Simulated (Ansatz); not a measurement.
**LaAs: how the settings move a relaxation**

Question: which choices in the input matter for LaAs?

Program: Ansatz 0.2.0. Level of theory: reference: DFT, r2SCAN, PAW with Ansatz's default frozen-core files, scalar-relativistic; relaxation of cell and atoms. These are calculated values, not measurements.

1 further run of the same task is left out (it didn't finish). Runs told in other sessions of the task aren't counted.

## (1) The starting structure

It takes space group Fm-3m (No. 225, cubic). The conventional cell has a = 6.151 Å, b = 6.151 Å, c = 6.151 Å, α = 90.00°, β = 90.00°, γ = 90.00°. Around La (site symmetry m-3m) lie 6 As at 3.08 Å. As (site symmetry m-3m) has 6 La at 3.08 Å in its first shell of neighbours.

As a file:

```
CELL_PARAMETERS angstrom
0.00000 3.07550 3.07550
3.07550 0.00000 3.07550
3.07550 3.07550 0.00000
ATOMIC_POSITIONS crystal
La 0.50000 0.50000 0.50000
As 0.00000 0.00000 0.00000
```

## (2) The reference run

The input, input.yaml:

```yaml
crystal:
  lattice:
    - [0.0, 3.0755, 3.0755]
    - [3.0755, 0.0, 3.0755]
    - [3.0755, 3.0755, 0.0]
  atoms:
    - { symbol: La, position: [0.5, 0.5, 0.5] }
    - { symbol: As, position: [0.0, 0.0, 0.0] }
kpoints:
  mp_grid: { grid: [12, 12, 12] }
scf:
  occupations: { method: fermi_dirac, width: 0.08 }
hamiltonian:
  xc: r2scan
  pseudopotentials: { kind: paw }
relax:
  f_tol: 0.002
  max_steps: 80
  cell: {}
output:
  forces: true
  stress: true
```

Started as:

```sh
> ansatz run input.yaml --threads 1 --pin off --max-ram 2560MiB --backend cpu --events-out ev --progress --plain --runs-dir out
```

## (3) Changing settings: occupations.method methfessel_paxton, occupations.width 0.15, f_tol 0.05, max_displacement 0.3

input.yaml: that of step 2 with these lines changed.

```diff
@@ -11,3 +11,3 @@
 scf:
-  occupations: { method: fermi_dirac, width: 0.08 }
+  occupations: { method: methfessel_paxton, width: 0.15 }
 hamiltonian:
@@ -16,5 +16,6 @@
 relax:
-  f_tol: 0.002
+  f_tol: 0.05
   max_steps: 80
   cell: {}
+  max_displacement: 0.3
 output:
```

What does the calculation give? Wanted: for each run, ending; energy change; pressure; gap; force.

The runs gave:

```
                                                                                              run     ending        energy change  pressure (GPa)  gap (eV)  force (eV/Å)  cycles  time
                                                                                        reference  converged                    0             0.0      0.08          0.00      27  36 s
1: occupations.method methfessel_paxton, occupations.width 0.15, f_tol 0.05, max_displacement 0.3  converged  -0.1 meV/atom (σ→0)             0.0      0.08          0.00      27  38 s
```

Changing the smearing, convergence setting and walk settings hardly moves the energy: -0.1 meV/atom. The gap of the reference lacks spin-orbit coupling, though the cell holds La.
